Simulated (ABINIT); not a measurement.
Crystal: BeAl3.

```
Al Be
1.0
    -1.94219    1.94219    3.85189
     1.94219   -1.94219    3.85189
     1.94219    1.94219   -3.85189
Al Be
3 1
Direct
  0.50000 0.50000 0.00000
  0.25000 0.75000 0.50000
  0.75000 0.25000 0.50000
  0.00000 0.00000 0.00000
```

The cell comes from a database or a generator and needn't be the stable form of this composition.

- Program: ABINIT 10.8.3 (patched build)
- Task: single point
- Functional: PBE
- Potentials or basis: JTH PAW PBE v2.0
- Cutoff: 517 eV
- k mesh: 10 × 10 × 10
- Occupations: fermi-dirac, width 0.05 eV
- Spin: no spin polarisation

On this cell: pressure 0.5 GPa; largest force under 0.003 eV/Å; band gap on the k mesh none (metal or under the smearing width).

The same run follows on a disturbed copy (atoms moved at random, drawn with an rms of 0.05 Å):

```
Al Be
1.0
    -1.94219    1.94219    3.85189
     1.94219   -1.94219    3.85189
     1.94219    1.94219   -3.85189
Al Be
3 1
Direct
  0.49020 0.49712 0.98394
  0.24782 0.75211 0.48970
  0.75068 0.26332 0.50027
  0.00505 0.00093 0.99752
```

Question: What does the disturbed cell give?

Answer: The energy (extrapolated to zero smearing) moves by +2.8 meV/atom; pressure 0.6 GPa; largest force 0.302 eV/Å; band gap on the k mesh none (metal or under the smearing width).

Forces on the atoms (eV/Å):
```
Al   0.087  0.117  0.264
Al   0.128  0.000 -0.111
Al  -0.226 -0.055 -0.168
Be   0.011 -0.062  0.015
```

Stress tensor (GPa, compression positive):
```
 0.21  0.01 -0.24
 0.01  0.48  0.06
-0.24  0.06  1.22
```
